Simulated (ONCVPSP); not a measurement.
# Pseudopotential generation for chlorine: ONCV, PBE

Aim: build the potential from the settings below, then test how well it stands in for the atom: other configurations, scattering, ghost states and the plane-wave cutoff that it needs.

Program: ONCVPSP 4.0.1. Reference atom: PBE, scalar-relativistic, spherical and spin-unpolarised. All values are calculated.

### 1 The atom and the settings

Typed settings, in words:

```
element                 : chlorine (Cl, Z = 17)
type                    : optimised norm-conserving Vanderbilt (ONCV)
frozen core             : [Ne]
valence charge          : 7
reference configuration : 3s2 3p5
partial waves           : 3s: rc 1.10 bohr, ncon 4, nbas 7, qcut 4.8 1/bohr, 2 projectors, debl 1.7 Ha; 3p: rc 1.20 bohr, ncon 4, nbas 8, qcut 8.3 1/bohr, 3 projectors, debl 3.4 Ha; d scattering state at 0.03 Ha: rc 1.25 bohr, ncon 3, nbas 7, qcut 8.2 1/bohr, 2 projectors, debl 2.5 Ha
local potential         : polynomial inside 0.95 bohr (lpopt 5, dvloc0 4 Ha)
core correction         : polynomial model core, fcfact 0.6
```

The nodes and maxima of the atom's own shells, from an earlier all-electron run, set the scale for the radii.

All-electron outer shells of the reference configuration (PBE, scalar-relativistic, ld1.x):

| shell | level (eV) | outermost node (bohr) | outermost maximum (bohr) |
| --- | --- | --- | --- |
| 2s | -252.70 | 0.12 | 0.36 |
| 2p | -191.63 | – | 0.30 |
| 3s | -20.69 | 0.55 | 1.29 |
| 3p | -8.59 | 0.53 | 1.43 |

### 2 The generation run

Cl.dat reads:

```
# ATOM AND REFERENCE CONFIGURATION
# atsym  z   nc   nv     iexc    psfile
  Cl 17.00    3    2        4      upf
#
#   n    l    f
    1    0    2.00
    2    0    2.00
    2    1    6.00
    3    0    2.00
    3    1    5.00
#
# PSEUDOPOTENTIAL AND OPTIMIZATION
# lmax
    2
#
#   l,   rc,      ep,       ncon, nbas, qcut
    0    1.10    0.00    4    7    4.80
    1    1.20    0.00    4    8    8.30
    2    1.25    0.03    3    7    8.20
#
# LOCAL POTENTIAL
# lloc, lpopt,  rc(5),   dvloc0
    4    5    0.95    4.00
#
# VANDERBILT-KLEINMAN-BYLANDER PROJECTORs
# l, nproj, debl
    0    2    1.70
    1    3    3.40
    2    2    2.50
#
# MODEL CORE CHARGE
# icmod, fcfact, rcfact
    1    0.60    0.00
#
# LOG DERIVATIVE ANALYSIS
# epsh1, epsh2, depsh
   -2.00    5.00    0.02
#
# OUTPUT GRID
# rlmax, drl
    6.00    0.01
#
# TEST CONFIGURATIONS
# ncnf
    4
# nvcnf
#   n    l    f
    2
    3    0    2.00
    3    1    4.00
#
    2
    3    0    2.00
    3    1    3.00
#
    2
    3    0    2.00
    3    1    2.00
#
    2
    3    0    2.00
    3    1    1.00
#
```

On the command line:

```console
oncvpsp.x < Cl.dat > Cl.out
```

What does the calculation give? Wanted: cutoffs for 1 and 0.1 mHa per electron, occupied waves; bound ghosts; GHOST(+) flags; largest test error; largest phase difference near zero energy, channels read; rms error of d²Exc/dn², without and with the model core.

**Answer**, as computed:

```
                                                quantity                                                                              value
  cutoffs for 1 and 0.1 mHa per electron, occupied waves                                                                    27 Ha and 87 Ha
                                            bound ghosts                                                                    p at -110.53 eV
                                          GHOST(+) flags  s at 169 eV, s at 2081 eV, p at 4235 eV (1 near or above the test basis's cutoff)
                            largest test error (AE − PS)                                                              +131 meV, for 3s2 3p1
largest phase difference near zero energy, channels read                                                                          0.000 rad
 rms error of d²Exc/dn², without and with the model core                                                                  1.62 and 0.30 mHa
```

It has a bound ghost (p), a state that the atom doesn't have, and that rules the file out. The worst unpolarised test, 3s2 3p1, is off by 131 meV on 129.9 eV; by total energies transferability rates as fair for so large an energy. That test lies far up in energy; among those under 40 eV, nearer to bonding, the largest error is 9.9 meV. The potential is of middling hardness: the looser tolerance needs 27 Ha. The tighter tolerance needs 87 Ha, and converged work needs a cutoff nearer that. At the looser tolerance the 3s wave is the slowest; 3p needs 8 Ha. Near zero energy the phases of the channels with partial waves agree within 0.001 rad. The program also flags highly localised states, GHOST(+) (s, p). All of this concerns the isolated atom, not yet a solid.
